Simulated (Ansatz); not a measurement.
**FGeH₂N: small, medium and large basis sets**

The task here is to estimate one member of a computed series from the others.

Method: one geometry, several basis sets; program: Ansatz 0.2.0, Gaussian basis.

The runs, in order: PBE0-D4/def2-SVP; ωB97M-V/def2-SVP; PBE0-D4/def2-QZVPP; ωB97M-V/def2-QZVPP; the functionals' def2-TZVPP values are taken from earlier runs.

## The geometry

An earlier PBE0-D4 in a triple-zeta def2 set relaxation fixed the geometry.

SMILES `[NH2][Ge][F]`, 5 atoms, charge 0, spin multiplicity 1.

Atoms are counted from 1 here; the program's logs count them from 0.

Bond lengths: N1–Ge2 1.811 Å, N1–H4 1.008 Å, N1–H5 1.010 Å, Ge2–F3 1.768 Å. Angles: Ge2–N1–H4 124.0°, Ge2–N1–H5 122.7°, H4–N1–H5 113.3°, N1–Ge2–F3 94.5°.

Set-up of the first run:

in.yaml reads:

```yaml
crystal:
  periodic: [false, false, false]
  atoms:
    - {symbol: N, position_ang: [-0.477732, 0.347608, -0.204749]}
    - {symbol: Ge, position_ang: [0.434068, -0.305198, 1.217231]}
    - {symbol: F, position_ang: [1.598294, -1.203910, 0.235496]}
    - {symbol: H, position_ang: [-1.280116, 0.952567, -0.130551]}
    - {symbol: H, position_ang: [-0.224515, 0.135333, -1.158727]}
basis:
  gaussian: {orbitals: def2-SVP}
hamiltonian: {xc: pbe0, dispersion: d4}
output: {orbitals: {seedname: orbitals}}
```

Steps of the session up to this table: PBE0-D4 in def2-SVP; ωB97M-V in def2-SVP; PBE0-D4 in def2-QZVPP; ωB97M-V in def2-QZVPP.

One table of the session follows, with a row left open; its other results are not shown here.

It belongs to the step «Density functionals: the series». 

| functional | basis | HOMO (eV) |
| --- | --- | --- |
| PBE0-D4 | def2-SVP | -7.55 |
| PBE0-D4 | def2-TZVPP | ? |
| PBE0-D4 | def2-QZVPP | -7.79 |
| ωB97M-V | def2-SVP | -9.75 |
| ωB97M-V | def2-TZVPP | -9.94 |
| ωB97M-V | def2-QZVPP | -10.03 |

Q: Estimate the row for PBE0-D4, def2-TZVPP from the others.

As computed: HOMO (eV): -7.72. In the column «HOMO (eV)» it lies between PBE0-D4, def2-QZVPP (-7.79) and PBE0-D4, def2-SVP (-7.55).
